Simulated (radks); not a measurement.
# Exchange and kinetic functionals tested on atomic densities: Cs, Xe, Mo⁺, Ru³⁺, Mg

Aim: take each self-consistent density and evaluate many functionals on it, against the exact exchange and kinetic energies of the same orbitals. Every spin shell is full or empty, so the densities are truly spherical.

Method: non-relativistic Kohn-Sham, LDA (Slater exchange, Perdew-Wang correlation), spin-polarised, spherical densities, point nucleus; open shells are filled with parallel spins first. Code: radks (a radial shooting solver on a logarithmic mesh, Libxc functionals) version 1.

### 1 Starting point

```
species : Cs ([Xe] 6s1), Xe ([Xe]), Mo⁺ ([Kr] 4d5), Ru³⁺ ([Kr] 4d5), Mg ([Ne] 3s2)
```

In the logs a row gives level, spin channel, occupation and eigenvalue; Etot, Ekin, Encl (electron-nucleus), Eh (Hartree) and Exc are energies, all in hartree; err is the last residual, it the number of iterations.

### 2 Cs, [Xe] 6s1

Settings of this run:

```text
Z 55
configuration [Xe] 6s1
relativity non-relativistic
functional lda,pw
spin polarised
nucleus point
```

Standard output:

```text
1s      1   1.0000       -1256.73699683
2s      1   1.0000        -191.97991560
2p      1   3.0000        -180.99339893
3s      1   1.0000         -39.84954610
3p      1   3.0000         -35.16438721
3d      1   5.0000         -26.41636521
4s      1   1.0000          -7.45396042
4p      1   3.0000          -5.76733714
4d      1   5.0000          -2.84645138
5s      1   1.0000          -0.91448583
5p      1   3.0000          -0.50412676
6s      1   1.0000          -0.08448717
1s      2   1.0000       -1256.73683223
2s      2   1.0000        -191.97981076
2p      2   3.0000        -180.99330187
3s      2   1.0000         -39.84939994
3p      2   3.0000         -35.16424446
3d      2   5.0000         -26.41623422
4s      2   1.0000          -7.45366059
4p      2   3.0000          -5.76700964
4d      2   5.0000          -2.84603511
5s      2   1.0000          -0.91324775
5p      2   3.0000          -0.50186289
6s      2   0.0000          -0.06729315
Etot -7550.539510952628
Ekin 7546.738126956247
Encl -17904.997534628317
Eh 2988.331456904456
Exc -180.6115601850134
err 8.896596950618095e-10
it 14
```

Highest occupied level: 6s up at -2.299 eV. Exact exchange of these orbitals: -183.954 hartree.

Radial moments (bohr):

```csv
level,occupation,energy (eV),<r>,outermost maximum (interpolated),90 % within,nodes
4d up,5,-77.456,0.8322,0.718,1.26,1
4d down,5,-77.445,0.8321,0.718,1.26,1
5s up,1,-24.884,1.812,1.60,2.63,4
5s down,1,-24.851,1.810,1.60,2.62,4
5p up,3,-13.718,2.110,1.80,3.13,3
5p down,3,-13.656,2.100,1.80,3.11,3
6s up,1,-2.299,5.676,4.84,8.37,5
6s down,0,-1.831,5.838,4.83,8.75,5
```

The radial density on a logarithmic grid:

```csv
r (bohr),4πr²ρ (e/bohr)
0.000912,1.109
0.00146,2.684
0.00236,6.349
0.00379,13.95
0.00607,27.92
0.00973,48.17
0.0157,66.39
0.0252,67.36
0.0404,61.87
0.0653,82.98
0.105,85.83
0.168,68.52
0.269,73.78
0.435,28.64
0.698,31.04
1.12,11.47
1.81,5.670
2.90,1.668
4.64,0.3003
7.45,0.1053
```

### 3 Xe, [Xe]

Settings of this run:

```text
Z 54
configuration [Xe]
relativity non-relativistic
functional lda,pw
spin polarised
nucleus point
```

Standard output:

```text
1s      1   1.0000       -1208.68912148
2s      1   1.0000        -183.32747775
2p      1   3.0000        -172.59958296
3s      1   1.0000         -37.41532886
3p      1   3.0000         -32.86692153
3d      1   5.0000         -24.37811861
4s      1   1.0000          -6.67815090
4p      1   3.0000          -5.06361442
4d      1   5.0000          -2.28648303
5s      1   1.0000          -0.67199333
5p      1   3.0000          -0.30977919
1s      2   1.0000       -1208.68912148
2s      2   1.0000        -183.32747775
2p      2   3.0000        -172.59958296
3s      2   1.0000         -37.41532886
3p      2   3.0000         -32.86692153
3d      2   5.0000         -24.37811861
4s      2   1.0000          -6.67815090
4p      2   3.0000          -5.06361442
4d      2   5.0000          -2.28648303
5s      2   1.0000          -0.67199333
5p      2   3.0000          -0.30977919
Etot -7228.834163689045
Ekin 7225.095245316282
Encl -17159.14008409944
Eh 2880.902123800064
Exc -175.69144870595343
err 9.535265483314554e-09
it 13
```

5p is the highest filled level (-8.430 eV). Exact exchange of these orbitals: -178.945 hartree.

### 4 Mo⁺, [Kr] 4d5

Settings of this run:

```text
Z 42
configuration [Kr] 4d5
relativity non-relativistic
functional lda,pw
spin polarised
nucleus point
```

Standard output:

```text
1s      1   1.0000        -709.45804542
2s      1   1.0000         -98.73561406
2p      1   3.0000         -91.02147012
3s      1   1.0000         -16.91263649
3p      1   3.0000         -13.94646534
3d      1   5.0000          -8.49145397
4s      1   1.0000          -2.51038926
4p      1   3.0000          -1.66928609
4d      1   5.0000          -0.43000839
1s      2   1.0000        -709.45811405
2s      2   1.0000         -98.71655732
2p      2   3.0000         -91.00699103
3s      2   1.0000         -16.89939761
3p      2   3.0000         -13.93198244
3d      2   5.0000          -8.47194600
4s      2   1.0000          -2.41177169
4p      2   3.0000          -1.56485336
4d      2   0.0000          -0.32408518
Etot -3972.876607280361
Ekin 3970.149077472004
Encl -9455.3685104932
Eh 1629.5406640575475
Exc -117.19783831671344
err 3.534812718215892e-09
it 14
```

4d up is the highest filled level (-11.701 eV). Exact exchange of these orbitals: -119.612 hartree.

### 5 Ru³⁺, [Kr] 4d5

Input: that of step 4 with these lines changed.

```diff
@@ -1,2 +1,2 @@
-Z 42
+Z 44
 configuration [Kr] 4d5
```

Standard output:

```text
1s      1   1.0000        -784.21611177
2s      1   1.0000        -111.85611895
2p      1   3.0000        -103.64951874
3s      1   1.0000         -20.67515323
3p      1   3.0000         -17.45468961
3d      1   5.0000         -11.51009589
4s      1   1.0000          -3.95370215
4p      1   3.0000          -2.98143308
4d      1   5.0000          -1.44805308
1s      2   1.0000        -784.21571118
2s      2   1.0000        -111.82520031
2p      2   3.0000        -103.62577723
3s      2   1.0000         -20.65370715
3p      2   3.0000         -17.43139358
3d      2   5.0000         -11.47918707
4s      2   1.0000          -3.81880677
4p      2   3.0000          -2.84335695
4d      2   0.0000          -1.31238201
Etot -4437.033389979366
Ekin 4434.205553219798
Encl -10516.262423946127
Eh 1770.5848775348504
Exc -125.56139678788699
err 3.2428100559226354e-09
it 14
```

4d up is the highest filled level (-39.404 eV). Exact exchange of these orbitals: -128.267 hartree.

### 6 Mg, [Ne] 3s2

Settings of this run:

```text
Z 12
configuration [Ne] 3s2
relativity non-relativistic
functional lda,pw
spin polarised
nucleus point
```

Standard output:

```text
1s      1   1.0000         -45.97297611
2s      1   1.0000          -2.90345091
2p      1   3.0000          -1.71868188
3s      1   1.0000          -0.17546857
1s      2   1.0000         -45.97297611
2s      2   1.0000          -2.90345091
2p      2   3.0000          -1.71868188
3s      2   1.0000          -0.17546857
Etot -199.13528831196814
Ekin 198.53981812084822
Encl -477.89553853234094
Eh 95.671157608237
Exc -15.450725508712411
err 2.115742363807409e-10
it 14
```

Highest occupied level: 3s at -4.775 eV. Exact exchange of these orbitals: -15.9138 hartree.

### 7 What came out

```csv
error in magnitude (%),Cs,Xe,Mo⁺,Ru³⁺,Mg
"exchange, LDA",-4.68,-4.71,-5.19,-5.16,-8.49
"exchange, B88",+0.02,+0.01,+0.06,+0.01,+0.20
"exchange, PBEsol",-2.20,-2.22,-2.39,-2.40,-3.55
"exchange, revPBE",-0.30,-0.31,-0.25,-0.30,+0.16
"exchange, OPTX",+1.31,+1.29,+1.06,+1.07,+0.09
"exchange, SOGGA",-2.21,-2.23,-2.40,-2.42,-3.60
"exchange, EV93",-0.38,-0.38,-0.16,-0.22,+1.93
"exchange, Tao-Mo",-0.83,-0.83,-0.74,-0.79,+0.21
"exchange, MVS",+0.05,+0.05,+0.06,+0.04,-0.10
"kinetic, Thomas-Fermi",-5.17,-5.19,-5.58,-5.49,-7.95
"kinetic, TF + vW",+35.07,+35.29,+38.41,+37.86,+58.12
"kinetic, APBEK",+0.09,+0.10,+0.13,+0.14,+0.17
"kinetic, Perdew 92",-0.69,-0.68,-0.68,-0.67,-0.59
"kinetic, Thakkar",-0.63,-0.62,-0.51,-0.52,-0.08
"kinetic, Pearson",-0.92,-0.91,-0.98,-0.96,-2.01
"kinetic, LKT",+18.44,+18.58,+20.50,+20.17,+33.91
"kinetic, PG1",+14.46,+14.57,+16.15,+15.88,+27.67
"kinetic, DePristo-Kress",-0.14,-0.12,-0.07,-0.07,-0.15
```

In words: Negative means that the magnitude is too small. For exchange the mean absolute error is least for B88 (0.06 %) and largest for LDA (5.65 %). Among the orbital-free kinetic functionals DePristo-Kress (0.11 %) does best and TF + vW (40.95 %) worst. The functionals are evaluated on one density each, not self-consistently.
